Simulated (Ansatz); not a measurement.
# BGeC+ (quintet): wave-function methods side by side, cc-pVTZ

The task here is to estimate one member of a computed series from the others.

Method: cc-pVTZ, core rule «outside noble gas», up to 16 orbitals frozen; program: Ansatz 0.2.0, Gaussian basis.

To be run: UHF; CCSD(T) on ROHF; CCSD(T) on UHF; BCCD(T) on ROHF; CCSDT(Q) on ROHF; CCSDT(Q) on UHF; CASSCF and NEVPT2, 10 electrons in 12 orbitals.

5 further runs of the same task are left out: 5 set aside as unsound or not needed.

### The system

The geometry is a PBE0/def2-TZVP stationary point (not a proven minimum) of the parent state, kept for this charge and spin. No spin-orbit coupling is included. The filled d shell of Ge may be among the frozen orbitals whatever the setting's name suggests; the logs give the count.

3 atoms, charge 1, spin multiplicity 5.

Atoms are counted from 1 here; the program's logs count them from 0.

Bond lengths: B1–Ge2 1.965 Å, Ge2–C3 1.915 Å. Angles: B1–Ge2–C3 109.9°.

Geometry (Å):

```xyz
3
CBGe
B     0.0000   -0.9425    1.5783
Ge    0.0000    0.2650    0.0284
C     0.0000   -0.7545   -1.5926
```

Set-up of the first run:

Input file in.yaml:

```yaml
crystal:
  periodic: [false, false, false]
  atoms:
    - {symbol: B, position_ang: [0.000000, -0.942503, 1.578277]}
    - {symbol: Ge, position_ang: [0.000000, 0.265030, 0.028430]}
    - {symbol: C, position_ang: [0.000000, -0.754527, -1.592575]}
basis:
  gaussian: {orbitals: cc-pVTZ}
total_charge: 1
magnetization: {spin_polarized: true, initial_magnetization: 4}
hamiltonian: {xc: hf}
output: {orbitals: {seedname: orbitals}}
```

Run with:

```bash
ansatz run in.yaml --threads 1 --pin off --events-out ev --progress --plain --max-ram 4096MiB --backend cpu
```

Among the steps run: UHF; CCSD(T) on ROHF; CCSD(T) on UHF; BCCD(T) on ROHF; CCSDT(Q) on ROHF; CCSDT(Q) on UHF; CASSCF and NEVPT2, 10 electrons in 12 orbitals.

One of the session's tables, all rows but one given; the rest of the session is left out.

It belongs to the step «Misses and costs». 

```
        method  from RCCSDT(Q) (kJ/mol)
           UHF                   +643.3
          RMP2                   +162.6
          UMP2                   +194.8
         RCCSD                    +61.4
         UCCSD                    +60.6
      RCCSD(T)                    +13.2
      UCCSD(T)                        ?
       BCCD(T)                    +14.8
        RCCSDT                     +5.5
        UCCSDT                     +5.2
     RCCSDT(Q)                        0
     UCCSDT(Q)                     -0.6
CASSCF valence                   +407.5
NEVPT2 valence                    +83.4
```

Q: Estimate the row for UCCSD(T) from the others.

**Answer.** from RCCSDT(Q) (kJ/mol): +20.3. In the column «from RCCSDT(Q) (kJ/mol)» it lies between BCCD(T) (+14.8) and UCCSD (+60.6).

Left out of the table: ROHF (another determinant or state than the rows shown).

Caveats from the session: The determinant is far from a pure spin state, so its energy mixes those of several spin states (harmless only where they are near-degenerate, as at dissociation). The report flags that the cluster equations may have other roots. The program flags RCCSD(T), BCCD(T), RCCSDT(Q) as in doubt, so the zero of the table is itself unsure. Warnings: spin contamination; coupled cluster took another determinant than the lowest; large T1 diagnostic. Restricted and unrestricted rows rest on different reference determinants; where their highest levels disagree by more than a few hundredths of an eV, they describe different states and don't form one ladder.
